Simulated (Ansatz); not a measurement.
# GaH2O2 radical (SMILES [O][GaH][OH]): functionals against CCSD(T) at one geometry

One table from this session's results is given with a row withheld; the runs are named, their logs left out.

Method: single points in def2-TZVPP; program: Ansatz 0.2.0, Gaussian basis.

Correlated methods freeze the cores. Filled d shells of the heavier atoms are correlated. Orbitals are unrestricted.

### Where the work starts

SMILES `[O][GaH][OH]`, 5 atoms, charge 0, spin multiplicity 2.

Atoms are counted from 1 here; the program's logs count them from 0.

Bond lengths: O1–Ga2 1.626 Å, Ga2–O3 1.708 Å, Ga2–H4 1.610 Å, O3–H5 1.224 Å. Angles: O1–Ga2–O3 144.7°, O1–Ga2–H4 90.4°, O3–Ga2–H4 124.9°, Ga2–O3–H5 132.7°.

As a file:

```xyz
5

O    -1.9468   -0.5510    0.6117
Ga   -0.4732   -0.0711    0.1205
O     1.1807    0.0015    0.5408
H    -1.0887    0.4159   -1.2858
H     2.1747    0.3874   -0.0610
```

Set-up of the first run:

The input, run/in.yaml:

```yaml
crystal:
  periodic: [false, false, false]
  atoms:
    - {symbol: O, position_ang: [-1.946800, -0.551000, 0.611700]}
    - {symbol: Ga, position_ang: [-0.473200, -0.071100, 0.120500]}
    - {symbol: O, position_ang: [1.180700, 0.001500, 0.540800]}
    - {symbol: H, position_ang: [-1.088700, 0.415900, -1.285800]}
    - {symbol: H, position_ang: [2.174700, 0.387400, -0.061000]}
basis:
  gaussian: {orbitals: def2-TZVPP}
magnetization: {spin_polarized: true, initial_magnetization: 1}
correlation: {method: ccsd_t}
scf: {omitted_lower_state_checks: [cluster_reference]}
output: {forces: true}
```

The command line of these runs was not kept.

Among the steps run: CCSD(T)/def2-TZVPP; PBE0-D4/def2-TZVPP; wB97M-V/def2-TZVPP; r2SCAN-D4/def2-TZVPP; PBE-D4/def2-TZVPP; HSE06-D4/def2-TZVPP; BHLYP-D4/def2-TZVPP.

One table of the session follows, with a row left open; its other results are not shown here.

```
   method  RMS force component (eV/Å)  angle to CCSD(T) forces (°)  dipole (D)
  CCSD(T)                       3.084                    reference        3.03
  PBE0-D4                       2.987                          3.4        3.27
  wB97M-V                           ?                            ?           ?
r2SCAN-D4                       2.845                          4.6        3.39
   PBE-D4                       2.766                          6.1        3.60
 HSE06-D4                       2.984                          3.5        3.28
 BHLYP-D4                       3.236                          2.5        3.04
```

**Question.** Estimate the row for wB97M-V.

As computed: RMS force component (eV/Å): 3.067; angle to CCSD(T) forces (°): 1.7; dipole (D): 3.18. In the column «RMS force component (eV/Å)» it lies between PBE0-D4 (2.987) and CCSD(T) (3.084).
